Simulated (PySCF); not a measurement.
# B3H12Pb (Pb(BH4)3-): the cost of one run

Computed with PySCF 2.14.0. Level: several levels, as the steps say, no spin–orbit coupling.

1 further run of the same task is left out (for a known fault of the program).

## Step 1: Starting geometry

16 atoms, charge -1, spin multiplicity 1.

Bond lengths: Pb1–B2 2.667 Å, Pb1–H5 2.246 Å, Pb1–B7 2.667 Å, Pb1–H10 2.246 Å, Pb1–B12 2.667 Å, Pb1–H15 2.246 Å, B2–H3 1.234 Å, B2–H4 1.244 Å, B2–H5 1.280 Å, B2–H6 1.246 Å, B7–H8 1.234 Å, B7–H9 1.244 Å, B7–H10 1.280 Å, B7–H11 1.246 Å, B12–H13 1.234 Å, B12–H14 1.244 Å, B12–H15 1.280 Å, B12–H16 1.246 Å. Angles: B2–Pb1–H5 28.6°, B2–Pb1–B7 112.1°, B2–Pb1–H10 93.5°, B2–Pb1–B12 112.1°, B2–Pb1–H15 102.3°, H5–Pb1–B7 102.3°, H5–Pb1–H10 76.2°, H5–Pb1–B12 93.5°, H5–Pb1–H15 76.2°, B7–Pb1–H10 28.6°, B7–Pb1–B12 112.1°, B7–Pb1–H15 93.5°, H10–Pb1–B12 102.3°, H10–Pb1–H15 76.2°, B12–Pb1–H15 28.6°, Pb1–B2–H3 159.3°, Pb1–B2–H4 80.8°, Pb1–B2–H5 57.1° and more.

Geometry (Å):

```xyz
16
B3H12Pb
Pb    0.0000    0.0000    0.1172
B     2.5550    0.0160   -0.6477
H     3.5361    0.0245   -1.3965
H     2.6022   -0.9069    0.1845
H     1.5882   -0.1978   -1.4590
H     2.4044    1.1220   -0.0936
B    -1.2913    2.2047   -0.6477
H    -1.7892    3.0501   -1.3965
H    -0.5157    2.7070    0.1845
H    -0.6228    1.4744   -1.4590
H    -2.1739    1.5212   -0.0936
B    -1.2637   -2.2207   -0.6477
H    -1.7469   -3.0746   -1.3965
H    -2.0865   -1.8001    0.1845
H    -0.9654   -1.2766   -1.4590
H    -0.2305   -2.6433   -0.0936
```

Formal oxidation states: Pb +2. An earlier session relaxed this geometry at PBE, Pb def2-SVP with ECP60, B def2-SVP, H def2-SVP (singlet, point group C3).

At PBE on the finer grid: E = -274.456236 Eh, HOMO -2.63 eV, LUMO 1.77 eV, Mulliken charge on Pb1 +0.42 e, largest force component 0.009 eV/Å. 

Levels to run: revPBE; TPSS; HF; BP86; PBE, TZVP; PBE, x2c-SVP. Hardware: 2 threads of Arm Neoverse V2, shared host.

## Step 2: revPBE

The input, run.py (the lines that set the calculation):

```python
mol = gto.M(atom='''
Pb     0.00000     0.00000     0.11723
B      2.55501     0.01598    -0.64768
H      3.53607     0.02447    -1.39650
H      2.60220    -0.90691     0.18448
H      1.58824    -0.19779    -1.45903
H      2.40438     1.12203    -0.09363
B     -1.29135     2.20472    -0.64766
H     -1.78923     3.05010    -1.39646
H     -0.51569     2.70703     0.18450
H     -0.62283     1.47436    -1.45902
H     -2.17390     1.52124    -0.09360
B     -1.26367    -2.22070    -0.64767
H     -1.74686    -3.07456    -1.39648
H     -2.08651    -1.80012     0.18450
H     -0.96543    -1.27656    -1.45902
H     -0.23049    -2.64327    -0.09362''',
    basis={'Pb': 'def2-SVP', 'B': 'def2-SVP', 'H': 'def2-SVP'},
    ecp={'Pb': 'def2-SVP'},
    charge=-1, spin=0)
mf = dft.RKS(mol, xc='PBE_R,PBE')
mf.grids.atom_grid = (75, 302)
mf = mf.density_fit()  # fitting sets: Pb def2-universal-JKFIT, B def2-universal-JKFIT, H def2-universal-JKFIT
mf.conv_tol = 1e-08; mf.max_cycle = 55
mf.kernel(dm0)  # dm0: the density of the relaxed state
```

On the command line:

```bash
> OMP_NUM_THREADS=2 python run.py
```

**Question.** How long does this run take on 2 threads of Arm Neoverse V2, shared host?

About 8.6 s.
